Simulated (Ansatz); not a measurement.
**C₂H₆InN: one species, many methods**

How much do the methods differ for C₂H₆InN? The plan is to run it at one geometry with functionals of several rungs and with coupled cluster. The yardstick is the atomisation energy at the CCSD(T) limit.

Method: functionals in def2-TZVPP, the program's frozen cores in correlated methods; program: Ansatz 0.2.0, Gaussian basis.

Levels to be run: PBE-D4, r2SCAN-D4, PBE0-D4, B3LYP-D4, ωB97X-V, ωB97M-V, B2PLYP; CCSD(T)/def2-TZVPP; MP2/def2-QZVPP; extrapolation to the limit.

## (1) The geometry

The geometry comes from an earlier relaxation with PBE0-D4 in a triple-zeta def2 set; it is a stationary point, not always the lowest conformer. In takes the def2 core potential; no spin-orbit term is included.

SMILES `C=C[NH][InH2]`, 10 atoms, charge 0, spin multiplicity 1.

Atoms are counted from 1 here; the program's logs count them from 0.

Bond lengths: C1–C2 1.336 Å, C1–H5 1.085 Å, C1–H6 1.081 Å, C2–N3 1.379 Å, C2–H7 1.090 Å, N3–In4 2.039 Å, N3–H8 1.007 Å, In4–H9 1.704 Å, In4–H10 1.712 Å. Angles: C2–C1–H5 122.5°, C2–C1–H6 119.9°, H5–C1–H6 117.6°, C1–C2–N3 127.5°, C1–C2–H7 118.1°, N3–C2–H7 114.4°, C2–N3–In4 130.6°, C2–N3–H8 112.7°, In4–N3–H8 116.7°, N3–In4–H9 118.4°, N3–In4–H10 110.4°, H9–In4–H10 131.2°.

Coordinates:

```mol
C2H6InN
  3D, bonds by distance, orders not assigned

 10  9  0  0  0  0  0  0  0  0999 V2000
    0.6887    1.2781    0.8907 C   0  0
    0.9592   -0.0116    0.6726 C   0  0
    0.2520   -0.8966   -0.1133 N   0  0
   -1.4376   -0.6283   -1.2219 In  0  0
   -0.1629    1.7785    0.4423 H   0  0
    1.3301    1.8624    1.5349 H   0  0
    1.8339   -0.4419    1.1592 H   0  0
    0.6580   -1.8181   -0.1220 H   0  0
   -2.1633    0.9137   -1.2353 H   0  0
   -1.8751   -2.0873   -2.0044 H   0  0
  1  2  8  0
  2  3  8  0
  3  4  8  0
  1  5  8  0
  1  6  8  0
  2  7  8  0
  3  8  8  0
  4  9  8  0
  4 10  8  0
M  END
```

## (2) PBE-D4 (GGA)

Input file in.yaml:

```yaml
crystal:
  periodic: [false, false, false]
  atoms:
    - {symbol: C, position_ang: [0.688689, 1.278112, 0.890749]}
    - {symbol: C, position_ang: [0.959225, -0.011577, 0.672635]}
    - {symbol: N, position_ang: [0.252002, -0.896636, -0.113293]}
    - {symbol: In, position_ang: [-1.437623, -0.628316, -1.221947]}
    - {symbol: H, position_ang: [-0.162924, 1.778466, 0.442322]}
    - {symbol: H, position_ang: [1.330098, 1.862369, 1.534883]}
    - {symbol: H, position_ang: [1.833947, -0.441915, 1.159218]}
    - {symbol: H, position_ang: [0.658007, -1.818077, -0.121981]}
    - {symbol: H, position_ang: [-2.163254, 0.913740, -1.235270]}
    - {symbol: H, position_ang: [-1.875069, -2.087267, -2.004416]}
basis:
  gaussian: {orbitals: def2-TZVPP}
hamiltonian: {xc: pbe, dispersion: d4}
output: {forces: true, orbitals: {seedname: orbitals}}
```

The run is started by

```
$ ansatz run in.yaml --threads 4 --pin off --events-out ev --progress --plain --max-ram 10444MiB
```

After this run come: r2SCAN-D4 (meta-GGA); PBE0-D4 (hybrid); B3LYP-D4 (hybrid); ωB97X-V (range-separated); ωB97M-V (range-separated); B2PLYP (double hybrid); CCSD(T) in def2-TZVPP; MP2 in def2-QZVPP.

Q: Predict the results of all the runs planned. Wanted: atomisation energy, CCSD(T)/CBS; farthest; mean size of error, hybrid; mean size of error, range-separated; gap, smallest and largest; T1 diagnostic; triples share of the correlation energy.

**Answer**, as computed:

| quantity | value |
| --- | --- |
| atomisation energy, CCSD(T)/CBS | 3376.4 kJ/mol |
| functionals within 33.8 kJ/mol (1.0 %) | r2SCAN-D4, PBE0-D4, B3LYP-D4, ωB97X-V, ωB97M-V |
| farthest | PBE-D4 (+69.9 kJ/mol) |
| mean size of error, hybrid | 1.9 kJ/mol |
| mean size of error, range-separated | 11.4 kJ/mol |
| gap, smallest and largest | 2.43 eV (PBE-D4), 8.07 eV (ωB97X-V) |
| T1 diagnostic | 0.0159 |
| triples share of the correlation energy | 3.8 % |

**Reading.** PBE-D4 misses by +69.9 kJ/mol. Double hybrids carry the basis error of their MP2 part in triple zeta, and no dispersion term here, so their miss is partly the set-up's. Misses under about 33.8 kJ/mol are within the doubt on the reference itself, which lacks core-valence correlation, spin-orbit coupling and higher excitations, and its outer-core shells are covered unevenly. All levels share the lack of spin-orbit coupling, which lowers the free heavy atoms and so the true binding. Hartree-Fock recovers 70 % of the binding; the rest is correlation. The gap grows from 2.4 to 8.1 eV across the functionals, mostly with the share of exact exchange. Correlated methods include outer-core shells of In, which these sets cover unevenly.
